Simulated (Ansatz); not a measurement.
# ClCuH₃N: one species, many methods

How much do the methods differ for ClCuH₃N? The plan is to run it at one geometry with functionals of several rungs and with coupled cluster. The yardstick is the atomisation energy at the CCSD(T) limit.

Program: Ansatz 0.2.0, Gaussian basis. Level of theory: functionals in def2-TZVPP, the program's frozen cores in correlated methods. These are calculated values, not measurements.

Levels to be run: LDA (SPW92), PBE-D4, revPBE-D4, BLYP-D4, r2SCAN-D4, B97M-V, PBE0-D4, B3LYP-D4, r2SCANh-D4, r2SCAN0-D4, HSE06-D4, BHLYP-D4, CAM-B3LYP-D4, LC-ωPBE, ωB97X-V, ωB97M-V, B2PLYP, PBE-QIDH; CCSD(T)/def2-SVP; CCSD(T)/def2-TZVPP; MP2/def2-QZVPP; extrapolation to the limit; RPA on PBE.

## (1) The geometry

An earlier PBE0-D4 in a triple-zeta def2 set relaxation fixed the geometry.

SMILES `[NH3+][Cu-][Cl]`, 6 atoms, charge 0, spin multiplicity 1.

Atoms are counted from 1 here; the program's logs count them from 0.

Bond lengths: N1–Cu2 1.938 Å, N1–H4 1.015 Å, N1–H5 1.015 Å, N1–H6 1.015 Å, Cu2–Cl3 2.081 Å. Angles: Cu2–N1–H4 111.4°, Cu2–N1–H5 111.5°, Cu2–N1–H6 111.5°, H4–N1–H5 107.4°, H4–N1–H6 107.4°, H5–N1–H6 107.4°, N1–Cu2–Cl3 180.0°.

## (2) LDA

This LDA is Slater exchange with PW92 correlation.

in.yaml

```yaml
crystal:
  periodic: [false, false, false]
  atoms:
    - {symbol: N, position_ang: [-0.765597, -0.020188, 0.226605]}
    - {symbol: Cu, position_ang: [1.089339, 0.003573, -0.335861]}
    - {symbol: Cl, position_ang: [3.080324, 0.027489, -0.939660]}
    - {symbol: H, position_ang: [-1.161377, -0.952509, 0.159009]}
    - {symbol: H, position_ang: [-1.335360, 0.594284, -0.346305]}
    - {symbol: H, position_ang: [-0.865329, 0.283353, 1.190112]}
basis:
  gaussian: {orbitals: def2-TZVPP}
hamiltonian: {xc: lda}
output: {orbitals: {seedname: orbitals}}
```

The run is started by

```console
ansatz run in.yaml --threads 4 --pin off --events-out ev --progress --plain --max-ram 10444MiB
```

Further steps of the session: PBE-D4 (GGA); revPBE-D4 (GGA); BLYP-D4 (GGA); r2SCAN-D4 (meta-GGA); B97M-V (meta-GGA); PBE0-D4 (hybrid); B3LYP-D4 (hybrid); r2SCANh-D4 (hybrid); r2SCAN0-D4 (hybrid); HSE06-D4 (hybrid); BHLYP-D4 (hybrid); CAM-B3LYP-D4 (range-separated); LC-ωPBE (range-separated); ωB97X-V (range-separated); ωB97M-V (range-separated); B2PLYP (double hybrid); PBE-QIDH (double hybrid); CCSD(T) in def2-SVP; CCSD(T) in def2-TZVPP; MP2 in def2-QZVPP; RPA on PBE orbitals.

**Question.** What will the summary of the whole plan be? Wanted: atomisation energy, CCSD(T)/CBS; farthest beyond LDA; mean size of error, GGA; mean size of error, meta-GGA; mean size of error, hybrid; mean size of error, range-separated; mean size of error, double hybrid; gap, smallest and largest; T1 diagnostic.

The runs gave:

| quantity | value |
| --- | --- |
| atomisation energy, CCSD(T)/CBS | 1796.1 kJ/mol |
| functionals within 9.0 kJ/mol (0.5 %) | r2SCAN-D4, B97M-V, ωB97X-V, ωB97M-V |
| farthest beyond LDA | BHLYP-D4 (-93.7 kJ/mol) |
| mean size of error, GGA | 24.9 kJ/mol |
| mean size of error, meta-GGA | 7.8 kJ/mol |
| mean size of error, hybrid | 45.3 kJ/mol |
| mean size of error, range-separated | 11.1 kJ/mol |
| mean size of error, double hybrid | 39.8 kJ/mol |
| gap, smallest and largest | 3.31 eV (BLYP-D4), 10.49 eV (LC-ωPBE) |
| T1 diagnostic | 0.0226 |
| triples share of the correlation energy | 4.0 % |

**Reading.** LDA overbinds by 260.7 kJ/mol (15 %). PBE-D4 misses by +14.0 kJ/mol. Double hybrids carry the basis error of their MP2 part in triple zeta, and no dispersion term here, so their miss is partly the set-up's. Taken by rung, meta-GGA functionals do best (7.8 kJ/mol on average) and hybrid ones worst beyond LDA (45.3 kJ/mol). The gap between the best rungs is small, so their order is not settled. The mean of the hybrids holds BHLYP, with half exact exchange. Misses under about 9.0 kJ/mol are within the doubt on the reference itself, which lacks core-valence correlation, relativity and higher excitations. Hartree-Fock recovers 66 % of the binding; the rest is correlation. CCSD(T) in def2-SVP is off by -149.3 kJ/mol, worse than the median functional, from the basis alone. The gap grows from 3.3 to 10.5 eV across the functionals, mostly with the share of exact exchange. T1 = 0.023 passes the customary mark of 0.02 by a little. For Cu the d shell is correlated and the shells below it are frozen.
